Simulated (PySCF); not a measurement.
**(NaH)4 ring (Na₄H₄): fields and orbitals**

Aim: take (NaH)4 ring (Na₄H₄) and analyse its density (charges, bond critical points, surface potential) and see where an electron leaves and enters.

Program: PySCF 2.14.0. Level of theory: levels as typed in each script, gas phase, geometry from GFN2-xTB. These are calculated values, not measurements.

### 1 The starting structure

8 atoms, charge 0, spin multiplicity 1.

Bond lengths: Na1–H2 1.738 Å, Na1–H8 1.669 Å, H2–Na3 1.739 Å, Na3–H4 1.669 Å, H4–Na5 1.669 Å, Na5–H6 1.739 Å, H6–Na7 1.738 Å, Na7–H8 1.669 Å. Angles: H2–Na1–H8 121.7°, Na1–H2–Na3 172.3°, H2–Na3–H4 121.7°, Na3–H4–Na5 124.4°, H4–Na5–H6 121.7°, Na5–H6–Na7 172.3°, H6–Na7–H8 121.7°, Na1–H8–Na7 124.4°.

As a file:

```
Na    1.7346    1.4760    0.0000
H     0.0001    1.5932    0.0000
Na   -1.7346    1.4760    0.0000
H    -2.5131   -0.0001    0.0000
Na   -1.7346   -1.4760    0.0000
H     0.0001   -1.5932    0.0000
Na    1.7346   -1.4760    0.0000
H     2.5131   -0.0001    0.0000
```

### 2 Density, bond paths and surface potential (B3LYP/def2-svp)

input.py

```python
import numpy as np
from pyscf import gto, scf, dft
from pyscf.scf import atom_ks, atom_hf
from scipy.linalg import block_diag

def solve(mol, dm0=None, hcore=None):
    mf = (dft.UKS if mol.spin else dft.RKS)(mol, xc='b3lyp')
    mf.grids.level = 3
    mf = mf.density_fit(auxbasis='def2-universal-jkfit')
    mf.conv_tol, mf.max_cycle = 1e-8, 80
    if hcore is not None:
        mf.get_hcore = lambda *args: hcore
    mf.kernel(dm0)
    if not mf.converged:
        mf = mf.newton().run(mf.mo_coeff, mf.mo_occ, max_cycle=30)
    assert mf.converged, 'SCF not converged'
    return mf

mol = gto.M(atom='''
Na     1.73459     1.47604     0.00000
H      0.00011     1.59320     0.00000
Na    -1.73460     1.47604     0.00000
H     -2.51315    -0.00005     0.00000
Na    -1.73460    -1.47604     0.00000
H      0.00011    -1.59320     0.00000
Na     1.73459    -1.47604     0.00000
H      2.51314    -0.00005     0.00000
''', basis='def2-svp', charge=0, spin=0, verbose=4)
mf = solve(mol)
mf.analyze()
# spherically averaged free atoms, for the promolecule
atm = atom_ks.get_atm_nrks(mol, xc='b3lyp')
pro = block_diag(*[(atm[a[0]][2] * atm[a[0]][3]) @ atm[a[0]][2].T for a in mol._atom])
np.savez('result.npz', e=mf.e_tot, c=mf.mo_coeff, occ=mf.mo_occ, eps=mf.mo_energy, pro=pro, dip=mf.dip_moment(verbose=0), s2=mf.spin_square()[0])
```

On the command line:

```bash
$ OMP_NUM_THREADS=1 python input.py
```

### 4 Removing and adding an electron (TPSS/def2-tzvp)

input.py

```python
import numpy as np
from pyscf import gto, scf, dft
from pyscf.scf import atom_ks, atom_hf
from scipy.linalg import block_diag

def solve(mol, dm0=None, hcore=None):
    mf = (dft.UKS if mol.spin else dft.RKS)(mol, xc='tpss')
    mf.grids.level = 3
    mf = mf.density_fit(auxbasis='def2-universal-jkfit')
    mf.conv_tol, mf.max_cycle = 1e-8, 80
    if hcore is not None:
        mf.get_hcore = lambda *args: hcore
    mf.kernel(dm0)
    if not mf.converged:
        mf = mf.newton().run(mf.mo_coeff, mf.mo_occ, max_cycle=30)
    assert mf.converged, 'SCF not converged'
    return mf

mol = gto.M(atom='''
Na     1.73459     1.47604     0.00000
H      0.00011     1.59320     0.00000
Na    -1.73460     1.47604     0.00000
H     -2.51315    -0.00005     0.00000
Na    -1.73460    -1.47604     0.00000
H      0.00011    -1.59320     0.00000
Na     1.73459    -1.47604     0.00000
H      2.51314    -0.00005     0.00000
''', basis='def2-tzvp', charge=0, spin=0, verbose=4)
mf = solve(mol)
out = dict(e0=mf.e_tot, dm0=mf.make_rdm1(), c=mf.mo_coeff, occ=mf.mo_occ, eps=mf.mo_energy)
for name, dq, spin in [('cation', 1, 1), ('anion', -1, 1)]:
    ion = mol.copy().set(charge=mol.charge + dq, spin=spin).build()
    mi = solve(ion)
    if spin and dq > 0 and mol.nao < 130:
        c, _, stable, _ = mi.stability(return_status=True)
        if not stable:
            mi = solve(ion, mi.make_rdm1(c, mi.mo_occ))
    print(name, 'vertical energy change / eV', (mi.e_tot - mf.e_tot) * 27.211386)
    out.update({'e_' + name: mi.e_tot, 'dm_' + name: mi.make_rdm1(), 's2_' + name: mi.spin_square()[0], 'eps_' + name: mi.mo_energy, 'occ_' + name: mi.mo_occ})
# spherically averaged free atoms, for the promolecule
atm = atom_ks.get_atm_nrks(mol, xc='tpss')
pro = block_diag(*[(atm[a[0]][2] * atm[a[0]][3]) @ atm[a[0]][2].T for a in mol._atom])
np.savez('result.npz', pro=pro, **out)
```

(Steps that only read results are left out.)

What does the calculation give? Wanted: dipole moment; HOMO, LUMO; vertical ionisation energy; vertical electron affinity.

As calculated:

| quantity | value |
| --- | --- |
| dipole moment (B3LYP/def2-svp) | 0.00 D |
| HOMO, LUMO (B3LYP/def2-svp) | -4.80, -0.07 eV |
| vertical ionisation energy (TPSS/def2-tzvp) | 6.38 eV |
| vertical electron affinity (TPSS/def2-tzvp) | -0.48 eV |

In words: At B3LYP/def2-svp: The highest Hirshfeld charge is on Na1, Na3, Na5 and Na7 (+0.37 e), the lowest on H4 and H8 (−0.39 e). The ionisation energy from two SCF runs, 6.38 eV, lies 2.3 eV above −ε(HOMO) = 4.04 eV of the same level, TPSS/def2-tzvp, since self-interaction lifts this functional's HOMO. All values hold at the given geometry, in the gas phase.
